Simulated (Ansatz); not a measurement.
# Ru: LAPW beside PAW

Does the method matter for Ru? The same cell, functional and mesh are run with full-potential LAPW, PAW with frozen cores and datasets made for this crystal.

Program: Ansatz 0.2.0. Level of theory: DFT PBEsol, scalar-relativistic. These are calculated values, not measurements.

## (1) Starting point

Symmetry: P6_3/mmc, No. 194, hexagonal system. The conventional cell has a = 2.706 Å, b = 2.706 Å, c = 4.282 Å, α = 90.00°, β = 90.00°, γ = 120.00°. Ru (site symmetry -6m2) has 12 Ru at 2.65 to 2.71 Å as nearest neighbours.

As a file:

```xyz
2
Lattice="2.7058 0.0000 0.0000 -1.3529 2.3433 0.0000 0.0000 0.0000 4.2819" Properties=species:S:1:pos:R:3 pbc="T T T"
Ru    0.0000    1.5622    1.0705
Ru    1.3529    0.7811    3.2114
```

The geometry is a database entry used as it stands. It may stem from high pressure or temperature, or be incomplete, so it serves as a test cell.

Atoms are numbered in the order of the input: Ru1, Ru2.

## (2) Full-potential LAPW

input.yaml

```yaml
crystal:
  lattice:
    - [2.7057993342, 0.0, 0.0]
    - [-1.3528996671, 2.343290961, 0.0]
    - [0.0, 0.0, 4.2819]
  atoms:
    - { symbol: Ru, position: [0.3333333333, 0.6666666667, 0.25] }
    - { symbol: Ru, position: [0.6666666667, 0.3333333333, 0.75] }
kpoints:
  mp_grid: { grid: [14, 14, 8] }
  band_path:
    path:
      - [0.0, 0.0, 0.0]
      - [0.5, 0.0, 0.0]
      - [0.3333333333, 0.3333333333, 0.0]
      - [0.0, 0.0, 0.0]
      - [0.0, 0.0, 0.5]
      - [0.5, 0.0, 0.5]
      - [0.3333333333, 0.3333333333, 0.5]
      - [0.0, 0.0, 0.5]
      - [0.5, 0.0, 0.5]
    npoints: 14
scf:
  occupations: { method: fermi_dirac, width: 0.03 }
hamiltonian:
  xc: pbesol
  pseudopotentials: { kind: all_electron, lapw: { basis_error: 0.0005 } }
output:
  forces: true
  stress: true
  eigenvalues: true
  populations: true
  dos: { projected: true, de: 0.2, e_range: [-14, 8] }
```

The run is started by

```sh
ansatz run input.yaml --threads 1 --pin off --max-ram 3072MiB --backend cpu --events-out ev --progress --plain --runs-dir out
```

Output:

```text
Ru: projections on atomic orbitals take those of the free atom 1s2 2s2 2p6 3s2 3p6 3d10 4s2 4p6 4d7 5s1, of charge +0.00 (hamiltonian.pseudopotentials.projection_atoms)
LAPW: plane waves up to 8.891 Å⁻¹, error target 5.0e-4 eV per atom; small_component_spin mean_spin; Ru in spheres of 1.325 Å, 32 of its electrons in bands, Dirac shells []
Engine: ansatz 0.2.0
Pseudopotentials: kind: all_electron
Pseudopotential: Ru, LAPW, valence charge 32, Koelling and Harmon's equation, gaussian nucleus
Functional definition: PBEsol
  exchange = pbesol_x
  correlation = pbesol_c
Crystal: 2 atoms, lattice volume = 27.149 Å³
Basis set: ecut = 301.20948167082133 eV, 313 PW (Γ), exchange–correlation at level 2
Bands: 39, of which v1, the nominal top of the filled ones, is band 32 counted from 1 (31 counted from 0)
Symmetry: 24 space group operations
Space group: P63/mmc (ITA 194), of the structure as read, at distance tolerance 3.0e-5 Å
k-points: 120 of 1568
Non-local potential: Ru, projectors of the file, none
Initial density: superposition of atomic densities (chi_scale 0.1, normalization cell)
Initial wavefunctions: plane waves of lowest kinetic energy (no species holds an atomic orbital)
Functional: x = pbesol(κ = 0.804, μ = 0.12345679012345678), c = pbesol(β = 0.046)
iter 1 solved again at ethr=5.42e-4 eV; its pass at ethr=1.00e-1 eV (dr2=3.47e-1 eV) is discarded
SCF iter   1: F=—  HF=-246467.392687 eV  |F-HF|=—  |Δ(HF+E_count)|=         —  Δρ=5.10e-2  dr2=3.48e-1  ethr=5.42e-4  ⟨swp⟩=2.5  Hψ=28746  notcnv=0
preconditioner: auto → Kerker (q_TF=auto, 3.147 Å⁻¹)  [metal: Δε(μ)=0.009 eV  Ē_g=10.467 eV  σ=0.030 eV  W_gap=0.07  n_scr=22 (ndim 8)  ℏωp=28.5 eV  f_vac=0.000  D(μ)=2.20/eV (n_scr^D=22)]
iter 2 solved again at ethr=4.07e-5 eV; its pass at ethr=5.42e-4 eV (dr2=2.60e-2 eV) is discarded
SCF iter   2: F=—  HF=-246466.078804 eV  |F-HF|=—  |Δ(HF+E_count)|=    1.31e0  Δρ=1.17e-2  dr2=2.60e-2  ethr=4.07e-5  ⟨swp⟩=2.0  Hψ=24359  notcnv=0
SCF iter   3: F=—  HF=-246466.031072 eV  |F-HF|=—  |Δ(HF+E_count)|=   4.77e-2  Δρ=1.11e-2  dr2=2.39e-2  ethr=4.07e-5  ⟨swp⟩=2.0  Hψ=13990  notcnv=0
SCF iter   4: F=—  HF=-246466.025028 eV  |F-HF|=—  |Δ(HF+E_count)|=   6.04e-3  Δρ=4.93e-3  dr2=5.82e-3  ethr=3.74e-5  ⟨swp⟩=2.0  Hψ=12194  notcnv=0
SCF iter   5: F=—  HF=-246466.024976 eV  |F-HF|=—  |Δ(HF+E_count)|=   5.25e-5  Δρ=1.34e-3  dr2=4.92e-4  ethr=9.09e-6  ⟨swp⟩=2.0  Hψ=13573  notcnv=0
SCF iter   6: F=—  HF=-246466.024992 eV  |F-HF|=—  |Δ(HF+E_count)|=   1.62e-5  Δρ=2.41e-4  dr2=1.34e-5  ethr=7.69e-7  ⟨swp⟩=2.0  Hψ=13592  notcnv=0
SCF iter   7: F=—  HF=-246466.024988 eV  |F-HF|=—  |Δ(HF+E_count)|=   3.97e-6  Δρ=4.61e-5  dr2=5.63e-7  ethr=2.10e-8  ⟨swp⟩=2.0  Hψ=13592  notcnv=0
SCF iter   8: F=-246466.024988 eV  HF=-246466.024988 eV  |F-HF|=7.34e-8  |Δ(HF+E_count)|=   3.11e-7  Δρ=1.45e-5  dr2=5.96e-8  ethr=8.79e-10  ⟨swp⟩=2.0  Hψ=13592  notcnv=0
SCF 1 converged in 8 iterations: F = -246466.024988 eV  dr2 = 5.96e-8
NSCF: frozen V_eff on 113 k-points
SCF converged after 8 iterations
Free energy (F): -246466.024988 eV
Harris-Foulkes:  -246466.024988 eV  (|F-HF|=7.34e-8)
Internal energy: -246466.018103 eV  (E = F + TS)
E sigma→0 (E₀):  -246466.021545 eV
Entropy (-TS):   -0.006885 eV (-3.443 meV/atom)
Fermi energy:    25.610451 eV
--- Per-component energies (eV) ---
  E_band       = -9935.796293
  E_kinetic    = 256270.812884
  E_xc         = -7156.466859
  E_electrostatic = -495580.364127  (all electrons and nuclei)
  E_smearing   = -0.006885  (= −TS)
  E_closure    = 0.000000  (closes the sum)
  E_atoms      = -246445.692274  (free atoms, spherical and without spin; not in F)
  Σ components = -246466.024988   (vs F -246466.024988, Δ=0.00e0)
  Basis errors (estimates in eV, not in F): energy 1.1e-4 per atom: plane waves 9.6e-5 (5.0e-5 summed), levels above the bands 2.8e-172, relativity 2.0e-8, radial functions 1.1e-5, core shells 4.8e-8; eigenvalues (radial functions only) 4.0e-7; not estimated: angular momenta, meshes, grids; target (lapw.basis_error) 5.0e-4; muffin-tin radii Ru 1.325 Å
--- Forces (eV/Å), atoms counted from 1 ---
  atom   1  Ru    -0.00000000     0.00000000     0.00000000
  atom   2  Ru     0.00000000    -0.00000000     0.00000000
  max |Σ_I F_I| component: 4.63e-18 eV/Å
--- Stress (GPa, compression-positive) ---
       -5.573462       0.000000       0.000000
        0.000000      -5.573462       0.000000
        0.000000       0.000000      -7.671210
  P = ⅓ Tr σ = -6.2727 GPa (-62.727 kbar)
--- Band table (eV; the first three rows and the last of 120) ---
  k-point 0: bands = ["-417.8438", "-417.8438", "-417.8295", "-417.8295", "-417.8295", "-417.8295", "-244.1944", "-244.1944", "-244.1852", "-244.1852", "-244.1852", "-244.1852", "-244.1780", "-244.1780", "-244.1780", "-244.1780", "-47.4298", "-47.2237", "-17.9470", "-16.9991", "-16.9991", "-16.8274", "-16.8274", "-16.7914", "17.5630", "19.3823", "23.0199", "23.0199", "23.1916", "23.7065", "23.7065", "24.2328", "24.2328", "26.8207", "26.8207", "26.8513", "35.8910", "40.3750", "42.8267"]
  k-point 1: bands = ["-417.8438", "-417.8438", "-417.8295", "-417.8295", "-417.8295", "-417.8295", "-244.1944", "-244.1944", "-244.1852", "-244.1852", "-244.1852", "-244.1852", "-244.1780", "-244.1780", "-244.1780", "-244.1780", "-47.4221", "-47.2317", "-17.9050", "-16.9926", "-16.9926", "-16.8376", "-16.8340", "-16.8340", "17.7381", "19.4394", "22.9203", "22.9203", "23.1045", "23.6035", "23.6035", "24.4707", "24.4707", "26.2801", "26.8300", "26.8300", "36.6430", "40.0354", "43.0086"]
  k-point 2: bands = ["-417.8438", "-417.8438", "-417.8295", "-417.8295", "-417.8295", "-417.8295", "-244.1944", "-244.1944", "-244.1852", "-244.1852", "-244.1852", "-244.1852", "-244.1780", "-244.1780", "-244.1780", "-244.1780", "-47.4000", "-47.2543", "-17.7846", "-16.9741", "-16.9741", "-16.9680", "-16.8527", "-16.8527", "18.2306", "19.5797", "22.7826", "22.7826", "22.8900", "23.3542", "23.3542", "25.0011", "25.0011", "25.0133", "26.7907", "26.7907", "38.4340", "39.6417", "42.0463"]
  k-point 119: bands = ["-417.8438", "-417.8438", "-417.8295", "-417.8295", "-417.8295", "-417.8295", "-244.1944", "-244.1944", "-244.1852", "-244.1852", "-244.1852", "-244.1852", "-244.1780", "-244.1780", "-244.1780", "-244.1780", "-47.2080", "-47.2080", "-17.7104", "-17.7104", "-17.4161", "-17.4161", "-16.9896", "-16.9896", "20.7734", "20.7734", "21.5811", "21.5811", "22.8805", "22.8805", "24.4869", "24.4869", "26.8972", "26.8972", "33.5721", "33.5721", "36.4466", "36.4466", "37.3676"]
--- Löwdin populations: 2 sites ---
  site symbol       q [e]
     0     Ru     43.9103
     1     Ru     43.9103
  spilling = 0.002038 (of n_electrons = 88.000000)
```

Run time: 41 s. Hardware: 1 thread of Intel Xeon Platinum 8488C (Sapphire Rapids), shared host; peak memory 0.57 GiB.

In short: pressure -6.27 GPa; no gap.

Levels at the path's labelled points, in eV from the Fermi level:

```csv
point,band 29,band 30,band 31,band 32,band 33,band 34,band 35
Γ,-2.42,-1.90,-1.90,-1.38,-1.38,1.21,1.21
M,-2.08,-1.82,-1.52,1.46,1.88,1.95,4.07
K,-2.84,-2.84,-1.06,1.03,1.03,1.47,7.01
Γ,-2.42,-1.90,-1.90,-1.38,-1.38,1.21,1.21
A,-2.76,-2.76,-2.73,-2.73,0.57,0.57,0.57
L,-1.05,-1.05,0.44,0.44,1.72,1.72,3.38
H,-2.72,-2.72,-1.17,-1.17,1.25,1.25,8.42
A,-2.76,-2.76,-2.73,-2.73,0.57,0.57,0.57
L,-1.05,-1.05,0.44,0.44,1.72,1.72,3.38
```

States per cell in windows of 1 eV (zero at the Fermi level; grid of 0.20 eV, so sharp peaks spill over the borders):

```csv
from,to,total,Ru 4d,Ru 5s
-9,-8,0.00,0.00,0.00
-8,-7,0.07,0.00,0.06
-7,-6,0.32,0.11,0.19
-6,-5,2.81,2.30,0.46
-5,-4,2.36,2.12,0.21
-4,-3,2.24,2.07,0.13
-3,-2,3.28,3.09,0.14
-2,-1,2.92,2.69,0.16
-1,0,1.79,1.63,0.10
0,1,1.77,1.68,0.06
1,2,3.34,3.21,0.10
2,3,0.57,0.36,0.17
3,4,0.53,0.21,0.22
4,5,0.47,0.13,0.21
```

## (3) PAW with frozen cores

input.yaml, as its differences from that of step 2:

```diff
@@ -26,3 +26,3 @@
   xc: pbesol
-  pseudopotentials: { kind: all_electron, lapw: { basis_error: 0.0005 } }
+  pseudopotentials: { kind: paw }
 output:
@@ -31,3 +31,9 @@
   eigenvalues: true
+  efg: { contact_densities: true }
   populations: true
+  bader: true
   dos: { projected: true, de: 0.2, e_range: [-14, 8] }
+  write_density: true
+  write_potential: true
+  elf: true
+  volumetric_format: npy
```

The run is started by

```sh
ansatz run input.yaml --threads 1 --pin off --max-ram 3072MiB --backend cpu --events-out ev --progress --plain --runs-dir out
```

Output:

```text
Ru: output.efg is read without spin–orbit coupling, which moves field gradients at and beside such atoms by some per cent and up to a factor of two; PAW files take it under magnetization.noncollinear and magnetization.spin_orbit
Engine: ansatz 0.2.0
Pseudopotentials: kind: paw
Pseudopotential: Ru, paw, valence charge 16, recommended cutoff 420 eV (normal)
Functional definition: PBEsol
  exchange = pbesol_x
  correlation = pbesol_c
Crystal: 2 atoms, lattice volume = 27.149 Å³
Basis set: ecut = 420 eV, 537 PW (Γ), exchange–correlation on 40×40×60 points (8 copies of the dense FFT grid, shifted against one another)
Bands: 20, of which v1, the nominal top of the filled ones, is band 16 counted from 1 (15 counted from 0)
Symmetry: 24 space group operations
Space group: P63/mmc (ITA 194), of the structure as read, at distance tolerance 3.0e-5 Å
k-points: 120 of 1568
Non-local potential: Ru, projectors of the file, l = 0: 3, l = 1: 2, l = 2: 2, l = 3: 1
PAW form: soft (Blöchl's): semilocal exchange-correlation on the pseudo side does not see the compensation charge
PAW frozen core: Ru, regenerated for the run's functional, and the local potential with it (the file was generated under x = pbe(κ = 0.804, μ = 0.2195149727645171), c = pbe(β = 0.06672455060314922))
PAW one-centre angular grid: Ru, 590 points (default); XC on 64 Gauss nodes
Initial density: superposition of atomic densities (neutral atoms: chi_scale 0, normalization atom), corrected by the library's trained network
Initial wavefunctions: pseudopotential atomic-orbital guess
Functional: x = pbesol(κ = 0.804, μ = 0.12345679012345678), c = pbesol(β = 0.046)
SCF iter   1: F=—  HF=-11632.998789 eV  |F-HF|=—  |Δ(HF+E_count)|=         —  Δρ=1.07e-2  dr2=1.95e-2  ethr=1.77e-3  ⟨swp⟩=5.3  Hψ=9536  notcnv=0
preconditioner: auto → none  [metal: Δε(μ)=0.024 eV  Ē_g=5.876 eV  σ=0.030 eV  W_gap=0.20  n_scr=8 (ndim 8)  ℏωp=28.5 eV  f_vac=0.000  D(μ)=2.43/eV (n_scr^D=34)  sad-step TF]
SCF iter   2: F=—  HF=-11632.995995 eV  |F-HF|=—  |Δ(HF+E_count)|=   2.79e-3  Δρ=5.58e-3  dr2=4.97e-3  ethr=6.11e-5  ⟨swp⟩=2.0  Hψ=5737  notcnv=0  defer=13
SCF iter   3: F=—  HF=-11632.995081 eV  |F-HF|=—  |Δ(HF+E_count)|=   9.14e-4  Δρ=3.41e-4  dr2=9.36e-6  ethr=1.55e-5  ⟨swp⟩=2.0  Hψ=3797  notcnv=0  defer=13
SCF iter   4: F=—  HF=-11632.995072 eV  |F-HF|=—  |Δ(HF+E_count)|=   8.65e-6  Δρ=7.92e-5  dr2=1.02e-6  ethr=2.93e-8  ⟨swp⟩=2.0  Hψ=4318  notcnv=0  defer=13
iter 5 did not close the SCF: its close was put off for the readings that it lacked (scf_convergence_deferred on its scf_iter line)
SCF iter   5: F=-11632.995072 eV  HF=-11632.995072 eV  |F-HF|=2.08e-8  |Δ(HF+E_count)|=   1.19e-7  Δρ=1.76e-5  dr2=3.49e-8  ethr=3.20e-9  ⟨swp⟩=2.0  Hψ=3943  notcnv=0  defer=13
SCF iter   6: F=-11632.995072 eV  HF=-11632.995072 eV  |F-HF|=8.08e-10  |Δ(HF+E_count)|=   1.15e-8  Δρ=3.75e-6  dr2=1.91e-9  ethr=1.09e-10  ⟨swp⟩=5.7  Hψ=14038  notcnv=0
SCF 1 converged in 6 iterations: F = -11632.995072 eV  dr2 = 1.91e-9
NSCF: frozen V_eff on 113 k-points
SCF converged after 6 iterations
Free energy (F): -11632.995072 eV
Harris-Foulkes:  -11632.995072 eV  (|F-HF|=8.08e-10)
Internal energy: -11632.988197 eV  (E = F + TS)
E sigma→0 (E₀):  -11632.991634 eV
Entropy (-TS):   -0.006875 eV (-3.438 meV/atom)
Fermi energy:    23.365427 eV
--- Per-component energies (eV) ---
  E_band       = -110.070021
  E_kinetic    = 1027.798493
  E_local      = -2515.579281  (includes V_loc(G=0)·N_el)
  E_nonlocal   = 689.181790
  E_hartree    = 805.250772
  E_xc         = -379.025531
  E_vxc        = -477.466900  (∫ρ·V_xc dr)
  E_paw        = -6798.664601  (= ΣΔE_a)
  E_vpaw       = -444.507149  (= ΣTr[D̂ρ^β])
  E_aug_tail   = -0.000419  (compensation charges beyond the density's cutoff)
  E_ewald      = -4462.456013
  E_core_change = 0.506592  (= ΣΔE_core)
  E_smearing   = -0.006875  (= −TS)
  E_closure    = 0.000000  (closes the sum)
  Σ components = -11632.995072   (vs F -11632.995072, Δ=0.00e0)
--- Forces (eV/Å), atoms counted from 1 ---
  atom   1  Ru    -0.00000000     0.00000000     0.00000000
  atom   2  Ru     0.00000000    -0.00000000     0.00000000
  max |Σ_I F_I| component: 0.00e0 eV/Å
--- Stress (GPa, compression-positive) ---
       -5.559934       0.000000       0.000000
        0.000000      -5.559934       0.000000
        0.000000       0.000000      -7.631858
  P = ⅓ Tr σ = -6.2506 GPa (-62.506 kbar)
--- PAW observables at the nuclei: V_zz in 10²¹ V/m², potentials from the cell's mean, atoms counted from 1 ---
  atom   1  Ru V_zz =    -0.935625   η = 0.0000   by run symmetry: allowed
            electrostatic potential = -6805.265319 V   contact ρ = 718383.735373 e/Å³
  atom   2  Ru V_zz =    -0.935625   η = 0.0000   by run symmetry: allowed
            electrostatic potential = -6805.265319 V   contact ρ = 718383.735373 e/Å³
--- Band table (eV; the first three rows and the last of 120) ---
  k-point 0: bands = ["-49.6850", "-49.4782", "-20.2008", "-19.2529", "-19.2529", "-19.0815", "-19.0815", "-19.0463", "15.3202", "17.1389", "20.7746", "20.7746", "20.9461", "21.4611", "21.4611", "21.9873", "21.9873", "24.5749", "24.5749", "24.6120"]
  k-point 1: bands = ["-49.6772", "-49.4862", "-20.1588", "-19.2465", "-19.2465", "-19.0925", "-19.0880", "-19.0880", "15.4952", "17.1960", "20.6748", "20.6748", "20.8591", "21.3582", "21.3582", "22.2251", "22.2251", "24.0400", "24.5839", "24.5839"]
  k-point 2: bands = ["-49.6551", "-49.5089", "-20.0384", "-19.2280", "-19.2280", "-19.2227", "-19.1068", "-19.1068", "15.9876", "17.3362", "20.5370", "20.5370", "20.6449", "21.1088", "21.1088", "22.7555", "22.7555", "22.7719", "24.5442", "24.5442"]
  k-point 119: bands = ["-49.4624", "-49.4624", "-19.9639", "-19.9639", "-19.6696", "-19.6696", "-19.2439", "-19.2439", "18.5301", "18.5301", "19.3378", "19.3378", "20.6371", "20.6371", "22.2425", "22.2425", "24.6513", "24.6513", "31.3312", "31.3312"]
--- Löwdin populations: 2 sites ---
  site symbol       q [e]
     0     Ru     15.9068
     1     Ru     15.9068
  spilling = 0.005825 (of n_electrons = 32.000000)
--- Bader charges: 2 sites ---
  site symbol  charge [e]  shift [e]
     0     Ru      0.0000     0.0000
     1     Ru      0.0000     0.0000
  estimated error of the sums over rays = 8.0e-5 e
```

It took 15 s on 1 thread of Intel Xeon Platinum 8488C (Sapphire Rapids), shared host; peak memory 0.43 GiB.

Result: pressure -6.25 GPa; no gap; Vzz Ru1 -0.94 (η = 0.00) (10²¹ V/m²).

```csv
atom,Bader charge (e),basin volume (Å³)
Ru1,+0.00,13.57
```

Density in a lattice plane of the grid's cell (edges 2.71 and 4.28 Å, at 0.333 of the third edge), which holds Ru.

Ten even steps from ' ' (0.30 e/Å³) to '@' (9.90 e/Å³):
```
                    ....        
                ..::------::..  
              ::==++**##**==::..
            ..--**%%@@@@%%**==::
            ..==**@@@@@@@@##++::
            ..--**%%@@@@%%**==::
              ::==++**##**==::..
                ..::------::..  
                    ....        
                                
                                
                                
                                
  ........                      
  ..........                    
  ........                      
                                
                                
                                
                                
```
Columns run along the first of these edges and rows up along the second, over one cell in 16 and 20 even steps from the bottom left corner. Atoms in the plane (fractional): Ru at (0.67, 0.75).

ELF in the same plane.

Ten even steps from ' ' (0.21) to '@' (0.67):
```
............    ..::----::::..  
  ........  ..--++##%%%%##**==..
..  ........--**@@@@@@@@@@@@##==
::  ........==%%@@%%++++##@@@@**
::........::++@@@@**::..++%%@@##
::  ........==%%@@%%++++##@@@@**
..  ........--**@@@@@@@@@@@@##==
  ........  ..--++##%%%%##**==..
............    ..::----::::..  
................            ....
..          ..::::..........::..
              ..::::::::::::..  
..::::::::....  ....::::::..    
::====++==--..    ........      
::==++++++--::    ........    ..
::====++==--..    ........      
..::::::::....  ....::::::..    
              ..::::::::::::..  
..          ..::::..........::..
................            ....
```
Columns run along the first of these edges and rows up along the second, over one cell in 16 and 20 even steps from the bottom left corner. Atoms in the plane (fractional): Ru at (0.67, 0.75).

Both are smooth fields of the valence electrons: close to the nuclei they are not physical.

## (4) Datasets made for this crystal

input.yaml, as its differences from that of step 3:

```diff
@@ -21,3 +21,3 @@
       - [0.5, 0.0, 0.5]
-    npoints: 14
+    npoints: 8
 scf:
@@ -26,3 +26,3 @@
   xc: pbesol
-  pseudopotentials: { kind: paw }
+  pseudopotentials: { kind: all_electron, datasets: crystal }
 output:
@@ -32,8 +32 @@
   efg: { contact_densities: true }
-  populations: true
-  bader: true
-  dos: { projected: true, de: 0.2, e_range: [-14, 8] }
-  write_density: true
-  write_potential: true
-  elf: true
-  volumetric_format: npy
```

The run is started by

```sh
ansatz run input.yaml --threads 1 --pin off --max-ram 3072MiB --backend cpu --events-out ev --progress --plain --runs-dir out
```

Output, cut to the lines that bear on the results:

```text
[...]
band count auto-derived: 13 (N_el = 16.0; filled up to band 8; 12 by the electrons, moments and atoms)
Ru: output.efg is read without spin–orbit coupling, which moves field gradients at and beside such atoms by some per cent and up to a factor of two; PAW files take it under magnetization.noncollinear and magnetization.spin_orbit
[...]
Pseudopotentials: kind: all_electron
Pseudopotential: Ru, paw, valence charge 16, recommended cutoff 320 eV (normal), Koelling and Harmon's equation, gaussian nucleus
Functional definition: PBEsol
[...]
Crystal: 2 atoms, lattice volume = 27.149 Å³
Basis set: ecut = 320 eV, 325 PW (Γ), exchange–correlation on 32×32×50 points (8 copies of the dense FFT grid, shifted against one another)
Bands: 13, of which v1, the nominal top of the filled ones, is band 8 counted from 1 (7 counted from 0)
Symmetry: 24 space group operations
[...]
  atom   1  Ru    -0.00000000     0.00000000     0.00000000
  atom   2  Ru    -0.00000000    -0.00000000     0.00000000
[...]
--- Stress (GPa, compression-positive) ---
       -5.573410      -0.000000       0.000000
        0.000000      -5.573410       0.000000
        0.000000       0.000000      -7.671668
  P = ⅓ Tr σ = -6.2728 GPa (-62.728 kbar)
  It holds what live shells' own plane waves past their cutoff add
--- PAW observables at the nuclei: V_zz in 10²¹ V/m², potentials from the cell's mean, atoms counted from 1 ---
  atom   1  Ru V_zz =    -1.059874   η = 0.0000   by run symmetry: allowed
            electrostatic potential = -6803.600955 V   contact ρ = 718412.185708 e/Å³
  atom   2  Ru V_zz =    -1.059874   η = 0.0000   by run symmetry: allowed
            electrostatic potential = -6803.600955 V   contact ρ = 718412.185708 e/Å³
--- Band table (eV; the first three rows and the last of 120) ---
  k-point 0: bands = ["17.5630", "19.3824", "23.0199", "23.0199", "23.1918", "23.7064", "23.7064", "24.2329", "24.2329", "26.8208", "26.8208"]
[...]
```

Wall time 16 s (1 thread of Intel Xeon Platinum 8488C (Sapphire Rapids), shared host); peak memory 0.55 GiB.

In short: pressure -6.27 GPa; no gap; Vzz Ru1 -1.06 (η = 0.00) (10²¹ V/m²).

```csv
atom,contact density (e/Å³)
Ru1,718412.2
```

## (5) The methods compared

| method | pressure (GPa) | Vzz Ru1 (10²¹ V/m²) | SCF cycles, all passes |
| --- | --- | --- | --- |
| LAPW | -6.27 | – | 8 |
| PAW | -6.25 | -0.94 | 6 |
| crystal datasets | -6.27 | -1.06 | 8 |

## (6) What came out

| quantity | value |
| --- | --- |
| pressure | LAPW -6.27, PAW -6.25, crystal datasets -6.27 GPa |
| gap (LAPW) | none |
| Bader charges (PAW) | Ru1 +0.00 e |

What this shows: The pressure of -6.3 GPa pushes the cell to shrink, with the atoms held in place. There is no gap at this level; the crystal is a metal here. Ru 4d carries the largest share, 96 %, of the projected states within 0.3 eV of the Fermi level. The projection holds only the free atom's occupied shells (Ru 5s, Ru 4d in this range). The field gradient at Ru1, the largest by crystal datasets, is -0.94 by PAW and -1.06 by crystal datasets (10²¹ V/m²); frozen cores can miss part of the core's response. Spin–orbit coupling is left out, which moves gradients at and beside heavy atoms by some per cent and at worst by a factor of two. PAW lies +0.02 GPa from LAPW in pressure. LAPW took about 2.6 times as long as PAW (41 s against 15 s, on a shared host and with the outputs that each input asks for).
